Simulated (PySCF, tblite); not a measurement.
# C₂H₁₃BSi₄: geometry, infrared bands and NMR shifts

Aim: predict the infrared bands and NMR shifts of C₂H₁₃BSi₄ (`CC[Si@@H]1B[SiH2][SiH2][SiH2]1`).

Computed with tblite 0.8.0 and PySCF 2.14.0, with density-fitted response routines of our own, on a single molecule in the gas phase. Atoms are numbered from 0 throughout.

## 1. The molecule as given

20 atoms, charge 0, multiplicity 1; geometry from: force field or distance geometry start.

Bonds of the start (Å): C0–C1 1.53, C1–Si2 1.86, Si2–B3 1.95, B3–Si4 1.95, Si4–Si5 2.24, Si5–Si6 2.23, Si6–Si2 2.23, C0–H7 1.11, C0–H8 1.11, C0–H9 1.12, C1–H10 1.11, C1–H11 1.11, Si2–H12 1.47, B3–H13 1.18, Si4–H14 1.48, Si4–H15 1.47, Si5–H16 1.47, Si5–H17 1.47, Si6–H18 1.47, Si6–H19 1.46.

## 2. Optimising the geometry with GFN2-xTB

Job settings and geometry (Å):

```
{"job": {"kind": "relax", "xc": "GFN2-xTB", "basis": "xTB"}, "charge": 0, "multiplicity": 1}
C      1.949400    -0.549300     1.057900
C      2.170000     0.533800    -0.005600
Si     0.589300     1.011600    -0.853900
B     -0.727200     1.649100     0.431200
Si    -2.277100     0.519000     0.792100
Si    -1.970300    -1.328500    -0.429100
Si    -0.353400    -0.749300    -1.851400
H      2.911600    -0.797800     1.549300
H      1.531800    -1.468700     0.594100
H      1.235200    -0.182500     1.843000
H      2.605900     1.429200     0.483300
H      2.885800     0.149000    -0.755500
H      0.841000     2.057800    -1.849900
H     -0.546600     2.638500     1.043200
H     -3.500700     1.227100     0.359800
H     -2.349400     0.173800     2.223400
H     -1.475300    -2.399700     0.452200
H     -3.192900    -1.730000    -1.133400
H      0.615800    -1.837500    -2.029300
H     -0.948100    -0.334700    -3.117700
```

Command:

```console
$ OMP_NUM_THREADS=1 python probes_run.py task.json out
```

The driver reads the jobs from task.json and runs them one after another.

**Question.** This job is followed by: GFN2-xTB harmonic vibrations, gas phase; GIAO PBE0/pcSseg-1 NMR shielding, non-relativistic, gas phase. Predict these results of the whole session: strongest single infrared mode (GFN2-xTB); zero-point energy (GFN2-xTB); 13C shifts against TMS (PBE0/pcSseg-1); 1H shifts against TMS (PBE0/pcSseg-1, means over atoms taken as alike); 29Si shifts against TMS (PBE0/pcSseg-1); 11B shifts against BF3·OEt2 (PBE0/pcSseg-1).

The runs gave:

| quantity | value |
| --- | --- |
| strongest single infrared mode (GFN2-xTB) | 2172 cm⁻¹, 760 km/mol |
| zero-point energy (GFN2-xTB) | 84.2 kcal/mol |
| 13C shifts against TMS (PBE0/pcSseg-1) | 15.4, 10.8 ppm |
| 1H shifts against TMS (PBE0/pcSseg-1, means over atoms taken as alike) | 15.16, 4.53, 4.32, 4.05, 3.77, 3.74, 3.69, 3.68, 1.61, 1.30, 1.10 ppm |
| 29Si shifts against TMS (PBE0/pcSseg-1) | -58.6, -106.3, -108.3, -114.7 ppm |
| 11B shifts against BF3·OEt2 (PBE0/pcSseg-1) | 151.4 ppm |

In words: Relaxing lowered the energy by 0.631 eV in 139 steps; the close pair that moved most is Si2–Si6, from 2.233 to 2.379 Å. No mode is imaginary among the 54: a minimum at this level. Unscaled tight-binding wavenumbers are off by several per cent, some by more. Its intensities can rank the bands wrongly. At PBE0/pcSseg-1: The largest span, 387 ppm, is at B3, where the paramagnetic term is -252 ppm.
